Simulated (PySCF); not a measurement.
# C5H6F2Si: magnetic properties

Wanted: magnetic properties for C5H6F2Si (`C#C[C@@H]([SiH3])/C(F)=C\F`).

Computed with PySCF 2.14.0 and routines of our own; the level stands in each step. Atoms count from 0.

## 1. The system as given

14 atoms, charge 0, multiplicity 1; geometry from: GFN2-xTB.

## 2. Magnetic properties: GIAO B3LYP/pcSseg-1

What the job is given:

```
{"job": {"kind": "mag", "xc": "B3LYP", "basis": "pcSseg-1", "isotopologues": 2}, "charge": 0, "multiplicity": 1}
C     -1.776212     2.129179    -0.185169
C     -0.986443     1.274132     0.093874
C     -0.043466     0.220473     0.392788
Si    -1.003685    -1.436304     0.678873
C      0.933271     0.047712    -0.712722
F      0.397711    -0.101493    -1.944099
C      2.254017    -0.024067    -0.617539
F      2.867079     0.105664     0.573651
H     -2.458638     2.892273    -0.412534
H      0.510995     0.478471     1.299145
H     -1.931068    -1.189258     1.780471
H     -1.702505    -1.775801    -0.556434
H      0.003253    -2.439848     1.025575
H      2.935013    -0.181605    -1.438046
```

With the program's defaults for keys left out, this is: GIAO B3LYP/pcSseg-1 magnetisability, rotational g tensor and spin-rotation constants, non-relativistic, gas phase.

Run with:

```sh
$ OMP_NUM_THREADS=1 python excited_run.py task.json out
```

This one command runs all jobs of the session in turn.

Output:

```text
coarse grid: 12952 points
cycle   1  E = -683.0399899260  dE =  1.007e+00  |g| = 6.615e-01  |ddm| = 3.620e+00
cycle   2  E = -682.9686913419  dE =  7.130e-02  |g| = 9.495e-01  |ddm| = 1.421e+00
cycle   3  E = -683.1140684237  dE = -1.454e-01  |g| = 1.458e-01  |ddm| = 8.622e-01
cycle   4  E = -683.1173076166  dE = -3.239e-03  |g| = 7.875e-02  |ddm| = 1.743e-01
cycle   5  E = -683.1187131626  dE = -1.406e-03  |g| = 2.482e-02  |ddm| = 7.096e-02
cycle   6  E = -683.1188532033  dE = -1.400e-04  |g| = 4.496e-03  |ddm| = 2.274e-02
cycle   7  E = -683.1188581096  dE = -4.906e-06  |g| = 1.373e-03  |ddm| = 5.589e-03
final grid: 123408 points
cycle   8  E = -683.1854667400  dE = -2.727e-05  |g| = 7.091e-03  |ddm| = 3.020e-02
cycle   9  E = -683.1854533783  dE =  1.336e-05  |g| = 1.131e-02  |ddm| = 1.585e-02
cycle  10  E = -683.1854758445  dE = -2.247e-05  |g| = 1.264e-03  |ddm| = 9.896e-03
cycle  11  E = -683.1854761611  dE = -3.166e-07  |g| = 4.970e-04  |ddm| = 1.270e-03
cycle  12  E = -683.1854762163  dE = -5.528e-08  |g| = 1.495e-04  |ddm| = 4.692e-04
cycle  13  E = -683.1854762214  dE = -5.013e-09  |g| = 4.996e-05  |ddm| = 1.475e-04
cycle  14  E = -683.1854762219  dE = -5.195e-10  |g| = 1.402e-05  |ddm| = 5.213e-05
converged SCF energy = -683.1854762219

Magnetisability tensor (1e-30 J/T^2)
    -1183.34       29.18      -37.33
       29.18    -1285.18       30.79
      -37.33       30.79    -1150.35
isotropic -1206.29   principal values   -1303.49  -1190.04  -1125.33
isotropic susceptibility -72.644 1e-6 cm^3/mol

Inertial axes            a          b          c
rot. const./GHz      1.9594     1.2148     1.0297
chi total           -71.090    -77.022    -69.821
chi diamagnetic    -691.076  -1022.289  -1213.566
chi paramagnetic    619.986    945.268   1143.744
quadrupole/D A        2.765      1.922     -4.687
g nuclear            0.5478     0.5289     0.5428
g electronic        -0.5707    -0.5395    -0.5533
g total             -0.0229    -0.0106    -0.0105

Spin-rotation constants (kHz, H = +C I.J)
atom  isotope        aa         bb         cc
  5    19F        1.982      0.604      0.828
  7    19F        1.699      0.454      0.848
  8     1H       -0.103     -0.057     -0.121
  9     1H       -0.174     -0.129      0.023
 10     1H       -0.042     -0.108     -0.039
 11     1H       -0.144     -0.114      0.021
 12     1H       -0.049     -0.031     -0.104
 13     1H        0.028     -0.118     -0.021
  0    13C*       0.390      0.227      0.328
  1    13C*       0.363      0.216      0.392
  2    13C*       0.295      0.175      0.152
  3   29Si*      -1.140     -0.656     -0.617
  4    13C*       0.688      0.356      0.491
  6    13C*       0.676      0.335      0.429
* in the singly substituted isotopologue

Isotopologues: g along a, b, c
2H    at 8,9,10,11,12,1    -0.0209    -0.0098    -0.0096
13C   at 0                 -0.0225    -0.0105    -0.0104
```

It took 56 s on 1 thread of Arm Neoverse N1, shared host; peak memory 0.78 GiB.

From this job:

```tsv
quantity	value
magnetisability	-1206·10⁻³⁰ J/T²
molar susceptibility	-72.6·10⁻⁶ cm³/mol
rotational g (a, b, c)	-0.0229, -0.0106, -0.0105
```

The fields below are evaluated on a grid from the run's orbitals.

Frontier orbitals at B3LYP/pcSseg-1, with the share of their density that lies nearest to each atom:

```tsv
orbital	energy (eV)	lies on
HOMO	-6.97	C4, C6 about 26 % each; F7 10 %; F5 8 %
LUMO	-0.22	C4, C6 about 21 % each; Si3 10 %; H10, H11, H12 about 7 % each
```

ELF in a plane through or near 6 of the atoms.

Ten even steps from '0' (0.00) to '9' (1.00):
```
0000000000000000000000000000
0000000000000000000000000000
0000000000013200000000000000
0000000000799972001100000000
0000000005999995368840000000
0000000004999981299982000000
0000000000499716369983000000
0000000000002314237630000000
0000000022202798620000000000
0000001357657536521110000000
0000002436749516866653100000
0000136634857658328875200000
0000246668875115565366410000
0000011357751004783299971000
0000000135520003566899992000
0000000000000001343699970000
0000000000000000000012100000
0000000000000000000000000000
0000000000000000000000000000
0000000000000000000000000000
```
The map spans 11.4 Å across and 10.4 Å up, centred on the molecule. Atoms in the plane (x, y in Å): C0 (2.2, -1.7), C1 (1.3, -0.9), Si3 (0.7, 1.7), C6 (-2.2, -0.6), H8 (3.0, -2.3), H12 (-0.5, 2.6).

log10 of the density (e/Å³) in the same plane.

Values, 10 rows by 14 columns:
```
-4.0 -4.0 -4.0 -4.0 -4.0 -4.0 -3.8 -3.8 -4.0 -4.0 -4.0 -4.0 -4.0 -4.0
-4.0 -4.0 -4.0 -4.0 -3.6 -2.7 -2.3 -2.3 -2.6 -2.9 -3.3 -4.0 -4.0 -4.0
-4.0 -4.0 -4.0 -4.0 -2.8 -1.4 -0.3 -0.5 -1.0 -1.2 -2.0 -3.1 -4.0 -4.0
-4.0 -4.0 -4.0 -3.5 -2.6 -1.5 -0.3  0.0  0.5 -0.3 -1.4 -2.8 -3.9 -4.0
-4.0 -4.0 -2.7 -1.9 -1.3 -1.2 -0.7 -0.1 -0.4 -1.2 -2.1 -3.0 -4.0 -4.0
-4.0 -3.2 -1.8 -0.6  0.2  0.1  0.2  0.3  0.0 -0.5 -1.3 -2.1 -3.2 -4.0
-4.0 -3.2 -1.7 -0.8 -0.2 -0.4 -0.8 -0.9  0.1  0.5  0.0 -1.2 -2.5 -4.0
-4.0 -4.0 -2.9 -2.3 -1.9 -1.8 -2.1 -1.9 -1.1 -0.3  0.1 -0.8 -2.2 -3.9
-4.0 -4.0 -4.0 -4.0 -3.8 -3.8 -4.0 -3.3 -2.5 -2.2 -2.0 -2.4 -3.3 -4.0
-4.0 -4.0 -4.0 -4.0 -4.0 -4.0 -4.0 -4.0 -4.0 -4.0 -3.9 -4.0 -4.0 -4.0
```
The map spans 11.4 Å across and 10.4 Å up, centred on the molecule. Atoms in the plane (x, y in Å): C0 (2.2, -1.7), C1 (1.3, -0.9), Si3 (0.7, 1.7), C6 (-2.2, -0.6), H8 (3.0, -2.3), H12 (-0.5, 2.6).

On the surface of density 0.002 e/bohr³ the electrostatic potential runs, from the 1st to the 99th percentile, from -0.85 V near F5 to 1.39 V near H8.

## 3. Magnetic properties: GIAO HCTH407/6-31++G**

Settings changed since step 2:

```diff
@@ -1,2 +1,2 @@
-{"job": {"kind": "mag", "xc": "B3LYP", "basis": "pcSseg-1", "isotopologues": 2}, "charge": 0, "multiplicity": 1}
+{"job": {"kind": "mag", "xc": "HCTH407", "basis": "6-31++G**", "scf": {"aux": "def2-qzvpp-jkfit"}}, "charge": 0, "multiplicity": 1}
 C     -1.776212     2.129179    -0.185169
```

Level: GIAO HCTH407/6-31++G** magnetisability, rotational g tensor and spin-rotation constants, non-relativistic, gas phase.

Output:

```text
final grid: 123408 points
cycle   1  E = -683.0562356434  dE =  9.146e-01  |g| = 6.708e-01  |ddm| = 1.492e+01
cycle   2  E = -682.9049324637  dE =  1.513e-01  |g| = 1.131e+00  |ddm| = 3.097e+01
cycle   3  E = -683.1434697489  dE = -2.385e-01  |g| = 2.007e-01  |ddm| = 2.304e+01
cycle   4  E = -683.1499835839  dE = -6.514e-03  |g| = 1.061e-01  |ddm| = 2.447e+00
cycle   5  E = -683.1525244212  dE = -2.541e-03  |g| = 4.344e-02  |ddm| = 9.552e-01
cycle   6  E = -683.1529930480  dE = -4.686e-04  |g| = 6.454e-03  |ddm| = 1.753e-01
cycle   7  E = -683.1530051802  dE = -1.213e-05  |g| = 1.974e-03  |ddm| = 9.170e-02
cycle   8  E = -683.1530061004  dE = -9.202e-07  |g| = 5.888e-04  |ddm| = 2.661e-02
cycle   9  E = -683.1530061713  dE = -7.099e-08  |g| = 3.065e-04  |ddm| = 7.344e-03
cycle  10  E = -683.1530061947  dE = -2.336e-08  |g| = 9.328e-05  |ddm| = 3.418e-03
cycle  11  E = -683.1530061961  dE = -1.421e-09  |g| = 5.553e-05  |ddm| = 9.757e-04
cycle  12  E = -683.1530061967  dE = -5.762e-10  |g| = 8.832e-06  |ddm| = 8.154e-04
converged SCF energy = -683.1530061967

Magnetisability tensor (1e-30 J/T^2)
    -1160.62       27.51      -40.83
       27.51    -1276.76       32.80
      -40.83       32.80    -1137.33
isotropic -1191.57   principal values   -1294.19  -1174.62  -1105.90
isotropic susceptibility -71.758 1e-6 cm^3/mol

Inertial axes            a          b          c
rot. const./GHz      1.9594     1.2148     1.0297
chi total           -69.672    -76.553    -69.048
chi diamagnetic    -690.417  -1021.746  -1213.273
chi paramagnetic    620.745    945.192   1144.225
quadrupole/D A        2.491      1.846     -4.337
g nuclear            0.5478     0.5289     0.5428
g electronic        -0.5714    -0.5394    -0.5535
g total             -0.0236    -0.0105    -0.0108

Spin-rotation constants (kHz, H = +C I.J)
atom  isotope        aa         bb         cc
  5    19F        1.992      0.601      0.844
  7    19F        1.687      0.444      0.888
  8     1H       -0.099     -0.056     -0.119
  9     1H       -0.167     -0.126      0.027
 10     1H       -0.040     -0.107     -0.038
 11     1H       -0.143     -0.112      0.021
 12     1H       -0.048     -0.030     -0.101
 13     1H        0.037     -0.117     -0.021
  0    13C*       0.331      0.188      0.271
  1    13C*       0.319      0.185      0.331
  2    13C*       0.268      0.156      0.141
  3   29Si*      -1.042     -0.594     -0.562
  4    13C*       0.629      0.316      0.415
  6    13C*       0.622      0.295      0.362
* in the singly substituted isotopologue
```

Run time: 64 s. Hardware: 1 thread of Arm Neoverse N1, shared host; peak memory 0.62 GiB.

In short:

```tsv
quantity	value
magnetisability	-1192·10⁻³⁰ J/T²
molar susceptibility	-71.8·10⁻⁶ cm³/mol
rotational g (a, b, c)	-0.0236, -0.0105, -0.0108
```

## 4. Magnetic properties: GIAO X3LYP/6-311G**

Settings changed since step 3:

```diff
@@ -1,2 +1,2 @@
-{"job": {"kind": "mag", "xc": "HCTH407", "basis": "6-31++G**", "scf": {"aux": "def2-qzvpp-jkfit"}}, "charge": 0, "multiplicity": 1}
+{"job": {"kind": "mag", "xc": "X3LYP", "basis": "6-311G**", "scf": {"conv": 0.001, "max_cycle": 51}}, "charge": 0, "multiplicity": 1}
 C     -1.776212     2.129179    -0.185169
```

With the program's defaults for keys left out, this is: GIAO X3LYP/6-311G** magnetisability, rotational g tensor and spin-rotation constants, non-relativistic, gas phase.

Output:

```text
final grid: 123408 points
cycle   1  E = -683.0581681435  dE =  1.032e+00  |g| = 6.965e-01  |ddm| = 3.379e+00
cycle   2  E = -682.9788749604  dE =  7.929e-02  |g| = 1.002e+00  |ddm| = 1.541e+00
cycle   3  E = -683.1373290089  dE = -1.585e-01  |g| = 1.471e-01  |ddm| = 9.879e-01
cycle   4  E = -683.1403939614  dE = -3.065e-03  |g| = 8.525e-02  |ddm| = 1.740e-01
cycle   5  E = -683.1420227124  dE = -1.629e-03  |g| = 2.760e-02  |ddm| = 7.252e-02
cycle   6  E = -683.1421932872  dE = -1.706e-04  |g| = 4.650e-03  |ddm| = 2.120e-02
converged SCF energy = -683.1421932872

Magnetisability tensor (1e-30 J/T^2)
    -1172.38       31.62      -39.20
       31.62    -1271.33       30.75
      -39.20       30.75    -1137.16
isotropic -1193.62   principal values   -1291.66  -1177.95  -1111.25
isotropic susceptibility -71.882 1e-6 cm^3/mol

Inertial axes            a          b          c
rot. const./GHz      1.9594     1.2148     1.0297
chi total           -70.430    -76.184    -69.031
chi diamagnetic    -690.073  -1021.335  -1212.712
chi paramagnetic    619.643    945.151   1143.680
quadrupole/D A        2.652      1.892     -4.545
g nuclear            0.5478     0.5289     0.5428
g electronic        -0.5704    -0.5394    -0.5533
g total             -0.0226    -0.0105    -0.0105

Spin-rotation constants (kHz, H = +C I.J)
atom  isotope        aa         bb         cc
  5    19F        1.975      0.591      0.826
  7    19F        1.614      0.426      0.827
  8     1H       -0.106     -0.059     -0.124
  9     1H       -0.178     -0.131      0.024
 10     1H       -0.042     -0.109     -0.039
 11     1H       -0.147     -0.114      0.021
 12     1H       -0.050     -0.031     -0.103
 13     1H        0.024     -0.120     -0.023
  0    13C*       0.375      0.221      0.318
  1    13C*       0.347      0.210      0.379
  2    13C*       0.285      0.169      0.147
  3   29Si*      -1.137     -0.652     -0.616
  4    13C*       0.670      0.347      0.479
  6    13C*       0.656      0.326      0.418
* in the singly substituted isotopologue
```

Run time: 45 s. Hardware: 1 thread of Arm Neoverse N1, shared host; peak memory 0.77 GiB.

It converged, yet the result is unsound: the SCF threshold of 0.001 Eh is far too loose.

## 5. The levels compared

```tsv
level	ξ (10⁻³⁰ J/T²)	g(a)	g(b)	gap (eV)	functions	time
GIAO B3LYP/pcSseg-1	-1206	-0.0229	-0.0106	6.75	173	56 s
GIAO HCTH407/6-31++G**	-1192	-0.0236	-0.0105	4.96	184	64 s
```

## 6. Results

| quantity | value |
| --- | --- |
| magnetisability (step 2, GIAO B3LYP/pcSseg-1) | -1206·10⁻³⁰ J/T² |
| molar susceptibility (step 2, GIAO B3LYP/pcSseg-1) | -72.6·10⁻⁶ cm³/mol |
| rotational g (a, b, c) (step 2, GIAO B3LYP/pcSseg-1) | -0.0229, -0.0106, -0.0105 |
| surface potential, 1st and 99th percentile | -0.85 V and 1.39 V |
| magnetisability over the levels | -1206 to -1192·10⁻³⁰ J/T² |
| runs | 0 failed, 1 ended on unsound input |

In words: The magnetisability spreads by 1.2 % over 2 levels of like cost. Two levels can agree by chance, so this spread shows no convergence. Vibrational averaging and real surroundings are missing from these values.
